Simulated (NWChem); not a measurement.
**triplet SnH3OF: levels of theory compared**

Aim: a comparison of 4 runs (UHF/def2-SVPD, UB3LYP/def2-SVPD, UPBE0/def2-SVPD, UMP2/def2-SVPD) of triplet SnH3OF. 

Program for the calculation: NWChem 7.3.0.

2 further runs of the same task are left out: 2 set aside as unsound or not needed.

## 1. The structure to begin with

The species is SnH3OF (6 atoms), meant as a triplet with charge 0. As SMILES of the parent species, `[OH][SnH2][F]`. The coordinates come from a PBE0-D4/def2-TZVP relaxation. This is one conformer, not always the lowest. That shape belongs to the parent species and isn't relaxed for this state.

Bond lengths: O1–Sn2 1.948 Å, Sn2–F3 1.922 Å, O1–H4 0.960 Å, Sn2–H5 1.701 Å, Sn2–H6 1.692 Å. Angles: O1–Sn2–F3 105.3°, O1–Sn2–H5 111.8°, O1–Sn2–H6 106.0°, F3–Sn2–H5 104.3°, F3–Sn2–H6 107.5°, Sn2–O1–H4 114.0°, H5–Sn2–H6 120.8°.

## 2. The energy at UHF/def2-SVPD (core potential) (run 1)

Contents of m1.nw:

```
start m1
title "FH3OSn hf"
memory stack 880 mb heap 220 mb global 1100 mb
charge 0
geometry noautosym nocenter noautoz
O    -1.414400   -0.333000   -0.425000
Sn    0.302300    0.255900    0.283700
F     1.409100   -1.315100    0.302100
H    -1.368600   -0.685700   -1.316700
H     1.096100    1.317100   -0.782100
H     0.017500    0.696700    1.891900
end
basis spherical bse
* library def2-SVPD
end
ecp bse
Sn library def2-SVPD
end
scf
nopen 2
uhf
thresh 1e-08
maxiter 80
noprint "final vectors analysis"
end
task scf
```

Started as:

```
$ nwchem m1.nw > m1.out
```

What it wrote:

```text
[...]
  functions       =   102
[...]
  wavefunction    = UHF
[...]
         Total SCF energy =   -389.075789591643
      One electron energy =   -909.356919848724
      Two electron energy =    374.690716786594
 Nuclear repulsion energy =    145.590413470487
                       Sz =      1.0000
                 Sz(Sz+1) =      2.0000
                      S^2 =      2.0083
[...]
```

Wall time 79 s (1 thread of AMD EPYC 9R45 (Zen 5), shared host); peak memory 0.1 GiB.

## 3. The energy at UB3LYP/def2-SVPD (core potential) (run 2)

Contents of run.py:

```python
from ase import Atoms
from ase.calculators.nwchem import NWChem

mol = Atoms(['O', 'Sn', 'F', 'H', 'H', 'H'], positions=[
    [-1.414400, -0.333000, -0.425000],
    [0.302300, 0.255900, 0.283700],
    [1.409100, -1.315100, 0.302100],
    [-1.368600, -0.685700, -1.316700],
    [1.096100, 1.317100, -0.782100],
    [0.017500, 0.696700, 1.891900],
])

calc = NWChem(
    label='job',
    theory='dft',
    memory='2200 mb',
    basis='def2-SVPD',
    basispar='spherical bse',
    dft={'xc': 'b3lyp', 'mult': '3', 'grid': 'fine', 'convergence': 'energy 1e-08', 'iterations': '100', 'mulliken': None, 'print': 'low'},
    task='energy',
    **{'ecp bse': {'Sn library': 'def2-SVPD'}},
)
mol.calc = calc

print(f"energy = {mol.get_potential_energy():.6f} eV")
```

Started as:

```
$ export ASE_NWCHEM_COMMAND="nwchem PREFIX.nwi > PREFIX.nwo"
$ python run.py
```

What it wrote:

```text
energy = -10637.419709 eV
```

The calculator wrote job.nwi:

```
title "job"

permanent_dir job

scratch_dir job

start job

geometry units angstrom nocenter noautosym noautoz
  O  -1.4144000000000001e+00 -3.3300000000000002e-01 -4.2499999999999999e-01
  Sn 3.0230000000000001e-01 2.5590000000000002e-01 2.8370000000000001e-01
  F  1.4091000000000000e+00 -1.3150999999999999e+00 3.0209999999999998e-01
  H  -1.3686000000000000e+00 -6.8569999999999998e-01 -1.3167000000000000e+00
  H  1.0961000000000001e+00 1.3170999999999999e+00 -7.8210000000000002e-01
  H  1.7500000000000002e-02 6.9669999999999999e-01 1.8918999999999999e+00
end

memory 2200 mb

basis spherical bse noprint
   * library def2-SVPD
end

dft
  xc b3lyp
  mult 3
  grid fine
  convergence energy 1e-08
  iterations 100
  mulliken
  print low
end
ecp bse
  Sn library def2-SVPD
end

task dft energy
```

job.nwo:

```text
Northwest Computational Chemistry Package (NWChem) 7.3.0
             --------------------------------------------------------

           Job information
           ---------------

    nwchem branch   = 7.3.0
    use scalapack   = T
    input           = job.nwi
    prefix          = job.
    data base       = job/job.db
    status          = startup
    nproc           =        1

           Memory information
           ------------------

    heap     =     72089600 doubles =      550.0 Mbytes
    stack    =     72089597 doubles =      550.0 Mbytes
    global   =    144179200 doubles =     1100.0 Mbytes (distinct from heap & stack)
    total    =    288358397 doubles =     2200.0 Mbytes
    verify   = yes
    hardfail = no

[... 39 lines left out ...]
            Nuclear Dipole moment (a.u.)
[... 89 lines left out ...]
   convergence    iter        energy       DeltaE   RMS-Dens  Diis-err    time
[... 13 lines left out ...]
         Total DFT energy =     -390.917967191827
      One electron energy =     -910.478932016415
           Coulomb energy =      412.239182878517
    Exchange-Corr. energy =      -38.268631524416
 Nuclear repulsion energy =      145.590413470487
[... 44 lines left out ...]
     ------------------------------------------
      Spin Density - Lowdin Population Analysis
     ------------------------------------------

    Atom       Charge   Shell Charges
 -----------   ------   -------------------------------------------------------
    1 O    8     0.77   0.00  0.06  0.00  0.06  0.46  0.17  0.00  0.00  0.01
    2 Sn  22     0.38   0.02  0.01  0.06  0.03  0.01  0.00  0.00  0.03  0.11  0.01  0.06  0.05
    3 F    9     0.12   0.00  0.01  0.00  0.01  0.07  0.01  0.01  0.00  0.01
    4 H    1     0.07  -0.00  0.03  0.03  0.01
    5 H    1     0.43   0.24  0.08  0.01  0.10
    6 H    1     0.23   0.12  0.04  0.00  0.07

     --------------------------
     Expectation value of S2:
     --------------------------
      <S2> =      2.0139 (Exact =     2.0000)

 Task  times  cpu:       34.3s     wall:       34.3s
 Total times  cpu:       34.3s     wall:       34.3s
```

Wall time 35 s (1 thread of AMD EPYC 9R45 (Zen 5), shared host); peak memory 0.12 GiB.

## 4. A single-point energy at UPBE0/def2-SVPD (core potential) (run 3)

Contents of input.nw:

```
start input
title "FH3OSn energy"
memory stack 880 mb heap 220 mb global 1100 mb

geometry units angstroms noautosym nocenter noautoz
  O       -1.414400      -0.333000      -0.425000
  Sn       0.302300       0.255900       0.283700
  F        1.409100      -1.315100       0.302100
  H       -1.368600      -0.685700      -1.316700
  H        1.096100       1.317100      -0.782100
  H        0.017500       0.696700       1.891900
end

basis spherical bse
  O library def2-SVPD
  Sn library def2-SVPD
  F library def2-SVPD
  H library def2-SVPD
end

ecp bse
  Sn library def2-SVPD
end

dft
  xc pbe0
  mult 3
  grid fine
  convergence energy 1e-08
  iterations 100
  mulliken
end

task dft energy
```

Started as:

```
$ nwchem input.nw > input.out
```

What it wrote:

```text
[...]
          Wavefunction type:  spin polarized.
          No. of atoms     :     6
          No. of electrons :    42
[...]
          Charge           :     0
          Spin multiplicity:     3
[...]
          AO basis - number of functions:   102
[...]
              XC Information
              --------------
                         PBE0 Method XC Functional
                     Hartree-Fock (Exact) Exchange  0.250
          PerdewBurkeErnzerhof Exchange Functional  0.750
            Perdew 1991 LDA Correlation Functional  1.000 local
           PerdewBurkeErnz. Correlation Functional  1.000 non-local
[...]
 d= 0,ls=0.0,diis     1   -390.4479388340 -5.36D+02  4.04D-02  3.20D-01     1.9
[...]
 d= 0,ls=0.0,diis    24   -390.6654734754 -1.35D-09  3.55D-06  3.88D-11    38.3
[...]
         Total DFT energy =     -390.665473475431
      One electron energy =     -910.310035523548
           Coulomb energy =      412.057356532004
    Exchange-Corr. energy =      -38.003207954374
 Nuclear repulsion energy =      145.590413470487
[...]
      Total Density - Mulliken Population Analysis
     ---------------------------------------------
    Atom       Charge   Shell Charges
 -----------   ------   -------------------------------------------------------
    1 O    8     8.35   1.99  1.15  0.64  0.11  2.74  1.56  0.16  0.01 -0.00
    2 Sn  22    21.37   0.43  1.60  1.13  0.26  0.02  2.76  3.25  1.24  0.54  9.72  0.44  0.01
    3 F    9     9.58   1.99  1.13  0.81  0.02  3.31  2.08  0.23  0.00  0.00
    4 H    1     0.71   0.68 -0.05  0.07  0.01
    5 H    1     0.99   0.65  0.29  0.01  0.04
    6 H    1     1.01   0.68  0.30  0.01  0.02
[...]
      <S2> =      2.0113 (Exact =     2.0000)
[...]
```

Run time: 39 s. Hardware: 1 thread of AMD EPYC 9R45 (Zen 5), shared host; peak memory 0.12 GiB.

## 5. The energy at UMP2/def2-SVPD (core potential) (run 4)

Contents of work.nw:

```
echo
start work
title "FH3OSn mp2"
memory 2200 mb

geometry units angstrom noautosym nocenter noautoz
  O     -1.414400    -0.333000    -0.425000
  Sn     0.302300     0.255900     0.283700
  F      1.409100    -1.315100     0.302100
  H     -1.368600    -0.685700    -1.316700
  H      1.096100     1.317100    -0.782100
  H      0.017500     0.696700     1.891900
end

basis "ao basis" spherical bse
  * library def2-SVPD
end

ecp bse
  Sn library def2-SVPD
end

scf
  nopen 2
  uhf
  thresh 1e-08
  maxiter 80
  noprint "final vectors analysis"
end

mp2
  freeze core 6
  tight
end

task mp2
```

Started as:

```
$ nwchem work.nw > work.out
```

What it wrote:

```text
[...]
  functions       =   102
[...]
  wavefunction    = UHF
[...]
         Total SCF energy =   -389.075789591643
      One electron energy =   -909.356919848724
      Two electron energy =    374.690716786594
 Nuclear repulsion energy =    145.590413470487
                       Sz =      1.0000
                 Sz(Sz+1) =      2.0000
                      S^2 =      2.0083
[...]
          Total MP2 energy          -389.562180870358
[...]
```

Run time: 83 s. Hardware: 1 thread of AMD EPYC 9R45 (Zen 5), shared host; peak memory 0.35 GiB.

## 6. Overview of the runs

```
run                              level  iteration cap  module  energy (Eh)   ⟨S²⟩  wall time
  1     UHF/def2-SVPD (core potential)             80     scf  -389.075790  2.008       79 s
  2  UB3LYP/def2-SVPD (core potential)            100     dft  -390.917967  2.014       35 s
  3   UPBE0/def2-SVPD (core potential)            100     dft  -390.665473  2.011       39 s
  4    UMP2/def2-SVPD (core potential)             80     mp2  -389.562181  2.008       83 s
```

## 7. Summary of results

| quantity | value |
| --- | --- |
| run 4: total energy | -389.56218 Eh |
| run 4: correlation energy (6 core orbitals frozen) | -486.4 mEh |
| run 4: ⟨S²⟩ of the reference determinant | 2.008 |

Totals of different functionals can't be ranked against each other. All runs together took 4 min, the longest 83 s.
